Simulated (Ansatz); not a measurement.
# Cl₂F₂H₂MoO₂: one species, many methods

The task here is to estimate one member of a computed series from the others.

Method: functionals in def2-TZVPP, the program's frozen cores in correlated methods; program: Ansatz 0.2.0, Gaussian basis.

Levels to be run: LDA (SPW92), PBE-D4, revPBE-D4, BLYP-D4, r2SCAN-D4, B97M-V, PBE0-D4, B3LYP-D4, r2SCANh-D4, r2SCAN0-D4, HSE06-D4, BHLYP-D4, CAM-B3LYP-D4, LC-ωPBE, ωB97X-V, ωB97M-V, B2PLYP, PBE-QIDH; CCSD(T)/def2-SVP; MP2/def2-TZVPP; MP2/def2-QZVPP; RPA on PBE.

1 further run of the same task is left out (for a known fault of the program). Runs told in other sessions of the task aren't counted.

### The relaxed structure

An earlier PBE0-D4 in a triple-zeta def2 set relaxation fixed the geometry. Mo takes the def2 core potential; no spin-orbit term is included.

9 atoms, charge 0, spin multiplicity 1.

Atoms are counted from 1 here; the program's logs count them from 0.

Bond lengths: O1–Mo2 1.845 Å, O1–H8 0.964 Å, Mo2–O3 1.825 Å, Mo2–F4 1.854 Å, Mo2–F5 1.843 Å, Mo2–Cl6 2.337 Å, Mo2–Cl7 2.280 Å, O3–H9 0.962 Å. Angles: Mo2–O1–H8 124.3°, O1–Mo2–O3 93.7°, O1–Mo2–F4 83.5°, O1–Mo2–F5 166.7°, O1–Mo2–Cl6 96.2°, O1–Mo2–Cl7 91.1°, O3–Mo2–F4 166.7°, O3–Mo2–F5 99.2°, O3–Mo2–Cl6 83.4°, O3–Mo2–Cl7 94.3°, F4–Mo2–F5 84.6°, F4–Mo2–Cl6 83.9°, F4–Mo2–Cl7 98.8°, F5–Mo2–Cl6 88.3°, F5–Mo2–Cl7 85.0°, Cl6–Mo2–Cl7 172.4°, Mo2–O3–H9 131.8°.

Set-up of the first run:

Input file in.yaml:

```yaml
crystal:
  periodic: [false, false, false]
  atoms:
    - {symbol: O, position_ang: [-0.618773, -1.506062, -0.028751]}
    - {symbol: Mo, position_ang: [0.102702, 0.181604, -0.215230]}
    - {symbol: O, position_ang: [1.106967, 0.050362, 1.302725]}
    - {symbol: F, position_ang: [-1.238528, 0.386019, -1.478972]}
    - {symbol: F, position_ang: [0.659964, 1.839887, -0.794088]}
    - {symbol: Cl, position_ang: [-1.410597, 1.261538, 1.201038]}
    - {symbol: Cl, position_ang: [1.745638, -0.622637, -1.576377]}
    - {symbol: H, position_ang: [-1.273050, -1.885718, -0.626033]}
    - {symbol: H, position_ang: [0.925667, 0.294997, 2.215698]}
basis:
  gaussian: {orbitals: def2-TZVPP}
hamiltonian: {xc: lda}
output: {orbitals: {seedname: orbitals}}
```

On the command line:

```sh
$ ansatz run in.yaml --threads 4 --pin off --events-out ev --progress --plain --max-ram 11315MiB
```

Steps of the session up to this table: LDA; PBE-D4 (GGA); revPBE-D4 (GGA); BLYP-D4 (GGA); r2SCAN-D4 (meta-GGA); B97M-V (meta-GGA); B3LYP-D4 (hybrid); r2SCANh-D4 (hybrid); r2SCAN0-D4 (hybrid); HSE06-D4 (hybrid); BHLYP-D4 (hybrid); CAM-B3LYP-D4 (range-separated); LC-ωPBE (range-separated); ωB97X-V (range-separated); ωB97M-V (range-separated); B2PLYP (double hybrid); PBE-QIDH (double hybrid).

One table of the session follows, with a row left open; its other results are not shown here.

It belongs to the step «Orbital energies across the functionals». 

| functional | HOMO (eV) | LUMO (eV) | gap (eV) |
| --- | --- | --- | --- |
| LDA (SPW92) | -7.81 | -5.55 | 2.26 |
| PBE-D4 | -7.63 | -5.35 | 2.28 |
| revPBE-D4 | -7.56 | -5.27 | 2.29 |
| BLYP-D4 | -7.48 | -5.26 | 2.22 |
| r2SCAN-D4 | -8.01 | -5.48 | 2.53 |
| B97M-V | -8.10 | -5.49 | 2.60 |
| PBE0-D4 | -9.10 | -4.89 | 4.21 |
| B3LYP-D4 | ? | ? | ? |
| r2SCANh-D4 | -8.55 | -5.28 | 3.27 |
| r2SCAN0-D4 | -9.36 | -4.97 | 4.40 |
| HSE06-D4 | -8.70 | -5.26 | 3.44 |
| BHLYP-D4 | -10.46 | -4.26 | 6.20 |
| CAM-B3LYP-D4 | -10.49 | -3.94 | 6.55 |
| LC-ωPBE | -11.89 | -2.89 | 9.00 |
| ωB97X-V | -11.51 | -2.93 | 8.59 |
| ωB97M-V | -11.37 | -2.91 | 8.46 |

Q: Estimate the row for B3LYP-D4 from the others.

Worked estimate for «HOMO (eV)». Against the share of exact exchange, BLYP-D4 (0, -7.48), BHLYP-D4 (0.5, -10.46) give a slope of -5.96 per unit share; at 0.2 the line stands at -8.67.

The run gave: HOMO (eV): -8.83; LUMO (eV): -5.07; gap (eV): 3.76. In «HOMO (eV)» the line misses by +0.16.
